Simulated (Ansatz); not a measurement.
Born–Oppenheimer molecular dynamics of a periodic cell of 16 atoms, WC (surface WC(001)). It goes on from the last frame of an earlier run, with new velocities.

Theory: Ansatz 0.2.0, DFT r2SCAN, scalar-relativistic, plane waves, PAW. Settings: PAW set soft_1, cutoff 500 eV, k mesh 2x2x1, fermi-dirac smearing 0.1 eV, no spin polarisation.

```yaml
ensemble: NVT, Langevin thermostat
time_step: 1.5 fs
steps_asked: 40
set_temperature: 2400 K
friction: 0.02 /fs
atoms_held: 1, 5, 9, 13
seed: 142317
```

Frames 1.5 fs apart, positions in Å.

Velocities at 30 fs (Å/ps):

```
W 0.00 0.00 0.00
C 0.47 5.71 11.72
W -1.53 -3.54 -4.01
C 3.44 -1.44 -12.95
W 0.00 0.00 0.00
C 5.77 14.11 1.34
W -0.73 -1.15 1.55
C -4.17 11.66 26.20
W 0.00 0.00 0.00
C 18.59 -10.22 5.38
W 0.84 6.88 -0.76
C -4.87 -1.71 1.04
W 0.00 0.00 0.00
C -0.98 -11.70 -11.42
W -6.80 2.32 0.69
C -2.67 -15.12 -14.54
```

```xyz
16
Lattice="5.6991 0.0000 0.0000 -2.8495 4.9356 0.0000 0.0000 0.0000 17.1973" Properties=species:S:1:pos:R:3 time_fs=30 energy_less_start_eV=2.157 T=1898
W 0.000 0.000 1.000
C 1.246 0.920 2.380
W 0.088 0.048 3.811
C 1.350 0.886 5.127
W -1.425 2.468 1.000
C -0.152 3.346 2.261
W -1.558 2.477 3.776
C -0.014 3.349 5.042
W 2.849 0.000 1.000
C 4.228 0.905 2.244
W 2.757 0.116 4.013
C 4.545 0.918 5.047
W 1.425 2.468 1.000
C 2.764 3.401 2.384
W 1.307 2.330 3.875
C 2.745 3.265 4.880
16
Lattice="5.6991 0.0000 0.0000 -2.8495 4.9356 0.0000 0.0000 0.0000 17.1973" Properties=species:S:1:pos:R:3 time_fs=31.5 energy_less_start_eV=2.151 T=2111
W 0.000 0.000 1.000
C 1.253 0.924 2.397
W 0.085 0.043 3.805
C 1.353 0.885 5.106
W -1.425 2.468 1.000
C -0.144 3.368 2.264
W -1.558 2.476 3.779
C -0.023 3.369 5.081
W 2.849 0.000 1.000
C 4.256 0.886 2.253
W 2.758 0.125 4.012
C 4.535 0.920 5.046
W 1.425 2.468 1.000
C 2.763 3.381 2.363
W 1.298 2.335 3.877
C 2.746 3.244 4.855
16
Lattice="5.6991 0.0000 0.0000 -2.8495 4.9356 0.0000 0.0000 0.0000 17.1973" Properties=species:S:1:pos:R:3 time_fs=33 energy_less_start_eV=2.138 T=2050
W 0.000 0.000 1.000
C 1.268 0.921 2.409
W 0.079 0.040 3.802
C 1.355 0.883 5.085
W -1.425 2.468 1.000
C -0.131 3.388 2.271
W -1.558 2.474 3.783
C -0.041 3.391 5.117
W 2.849 0.000 1.000
C 4.285 0.862 2.261
W 2.760 0.135 4.011
C 4.524 0.922 5.045
W 1.425 2.468 1.000
C 2.764 3.358 2.341
W 1.289 2.341 3.879
C 2.754 3.226 4.831
16
Lattice="5.6991 0.0000 0.0000 -2.8495 4.9356 0.0000 0.0000 0.0000 17.1973" Properties=species:S:1:pos:R:3 time_fs=34.5 energy_less_start_eV=2.135 T=2172
W 0.000 0.000 1.000
C 1.286 0.912 2.416
W 0.074 0.036 3.799
C 1.354 0.884 5.068
W -1.425 2.468 1.000
C -0.114 3.404 2.281
W -1.559 2.471 3.788
C -0.057 3.413 5.147
W 2.849 0.000 1.000
C 4.317 0.834 2.265
W 2.764 0.142 4.009
C 4.511 0.925 5.045
W 1.425 2.468 1.000
C 2.764 3.332 2.315
W 1.279 2.348 3.880
C 2.770 3.215 4.814
16
Lattice="5.6991 0.0000 0.0000 -2.8495 4.9356 0.0000 0.0000 0.0000 17.1973" Properties=species:S:1:pos:R:3 time_fs=36 energy_less_start_eV=2.150 T=2308
W 0.000 0.000 1.000
C 1.307 0.898 2.418
W 0.068 0.033 3.796
C 1.351 0.885 5.050
W -1.425 2.468 1.000
C -0.093 3.417 2.294
W -1.561 2.467 3.792
C -0.069 3.439 5.169
W 2.849 0.000 1.000
C 4.348 0.805 2.270
W 2.768 0.148 4.007
C 4.497 0.932 5.042
W 1.425 2.468 1.000
C 2.762 3.302 2.283
W 1.269 2.356 3.880
C 2.791 3.210 4.800
16
Lattice="5.6991 0.0000 0.0000 -2.8495 4.9356 0.0000 0.0000 0.0000 17.1973" Properties=species:S:1:pos:R:3 time_fs=37.5 energy_less_start_eV=2.168 T=1978
W 0.000 0.000 1.000
C 1.330 0.884 2.416
W 0.061 0.029 3.794
C 1.346 0.878 5.034
W -1.425 2.468 1.000
C -0.074 3.422 2.309
W -1.562 2.463 3.796
C -0.083 3.463 5.184
W 2.849 0.000 1.000
C 4.372 0.776 2.275
W 2.773 0.154 4.004
C 4.483 0.943 5.029
W 1.425 2.468 1.000
C 2.759 3.273 2.249
W 1.260 2.365 3.880
C 2.807 3.211 4.790
16
Lattice="5.6991 0.0000 0.0000 -2.8495 4.9356 0.0000 0.0000 0.0000 17.1973" Properties=species:S:1:pos:R:3 time_fs=39 energy_less_start_eV=2.157 T=2132
W 0.000 0.000 1.000
C 1.357 0.871 2.406
W 0.052 0.025 3.791
C 1.344 0.866 5.026
W -1.425 2.468 1.000
C -0.057 3.419 2.321
W -1.563 2.460 3.800
C -0.095 3.481 5.192
W 2.849 0.000 1.000
C 4.386 0.750 2.281
W 2.778 0.160 4.002
C 4.468 0.955 5.008
W 1.425 2.468 1.000
C 2.754 3.243 2.214
W 1.253 2.373 3.880
C 2.815 3.213 4.788
16
Lattice="5.6991 0.0000 0.0000 -2.8495 4.9356 0.0000 0.0000 0.0000 17.1973" Properties=species:S:1:pos:R:3 time_fs=40.5 energy_less_start_eV=2.162 T=2335
W 0.000 0.000 1.000
C 1.390 0.863 2.385
W 0.041 0.018 3.789
C 1.340 0.852 5.025
W -1.425 2.468 1.000
C -0.040 3.413 2.330
W -1.566 2.457 3.804
C -0.105 3.498 5.195
W 2.849 0.000 1.000
C 4.394 0.725 2.289
W 2.784 0.167 4.001
C 4.455 0.963 4.986
W 1.425 2.468 1.000
C 2.749 3.215 2.178
W 1.245 2.382 3.879
C 2.819 3.215 4.798
16
Lattice="5.6991 0.0000 0.0000 -2.8495 4.9356 0.0000 0.0000 0.0000 17.1973" Properties=species:S:1:pos:R:3 time_fs=42 energy_less_start_eV=2.227 T=2248
W 0.000 0.000 1.000
C 1.428 0.853 2.357
W 0.030 0.014 3.787
C 1.338 0.836 5.030
W -1.425 2.468 1.000
C -0.023 3.407 2.339
W -1.569 2.454 3.807
C -0.112 3.515 5.195
W 2.849 0.000 1.000
C 4.400 0.702 2.293
W 2.789 0.174 3.999
C 4.444 0.972 4.966
W 1.425 2.468 1.000
C 2.743 3.193 2.145
W 1.237 2.391 3.878
C 2.819 3.216 4.815
16
Lattice="5.6991 0.0000 0.0000 -2.8495 4.9356 0.0000 0.0000 0.0000 17.1973" Properties=species:S:1:pos:R:3 time_fs=43.5 energy_less_start_eV=2.330 T=2120
W 0.000 0.000 1.000
C 1.468 0.838 2.329
W 0.017 0.009 3.785
C 1.339 0.822 5.037
W -1.425 2.468 1.000
C -0.008 3.400 2.348
W -1.571 2.453 3.810
C -0.119 3.532 5.191
W 2.849 0.000 1.000
C 4.400 0.684 2.297
W 2.793 0.180 3.997
C 4.430 0.979 4.948
W 1.425 2.468 1.000
C 2.731 3.176 2.123
W 1.231 2.402 3.876
C 2.817 3.222 4.834
16
Lattice="5.6991 0.0000 0.0000 -2.8495 4.9356 0.0000 0.0000 0.0000 17.1973" Properties=species:S:1:pos:R:3 time_fs=45 energy_less_start_eV=2.418 T=2393
W 0.000 0.000 1.000
C 1.506 0.820 2.298
W 0.002 0.004 3.783
C 1.338 0.809 5.041
W -1.425 2.468 1.000
C 0.001 3.389 2.358
W -1.573 2.454 3.812
C -0.124 3.548 5.179
W 2.849 0.000 1.000
C 4.394 0.670 2.305
W 2.795 0.184 3.993
C 4.406 0.982 4.934
W 1.425 2.468 1.000
C 2.723 3.166 2.110
W 1.226 2.412 3.872
C 2.815 3.235 4.851
16
Lattice="5.6991 0.0000 0.0000 -2.8495 4.9356 0.0000 0.0000 0.0000 17.1973" Properties=species:S:1:pos:R:3 time_fs=46.5 energy_less_start_eV=2.462 T=2302
W 0.000 0.000 1.000
C 1.536 0.796 2.265
W -0.013 -0.001 3.780
C 1.333 0.800 5.041
W -1.425 2.468 1.000
C 0.003 3.371 2.373
W -1.577 2.454 3.816
C -0.124 3.564 5.164
W 2.849 0.000 1.000
C 4.379 0.661 2.314
W 2.797 0.187 3.988
C 4.379 0.987 4.923
W 1.425 2.468 1.000
C 2.725 3.159 2.107
W 1.221 2.423 3.866
C 2.807 3.248 4.864
```

Of the whole run (60 fs, mean temperature of the second half 2245 K): A run of 0.06 ps of so small a system gives no equilibrium averages. Limits of this set-up: coarse k mesh, thin slab, slab without dipole correction.

The run took 21 min on 2 threads of Arm Neoverse V1, on a shared host, peak memory 2 GiB.
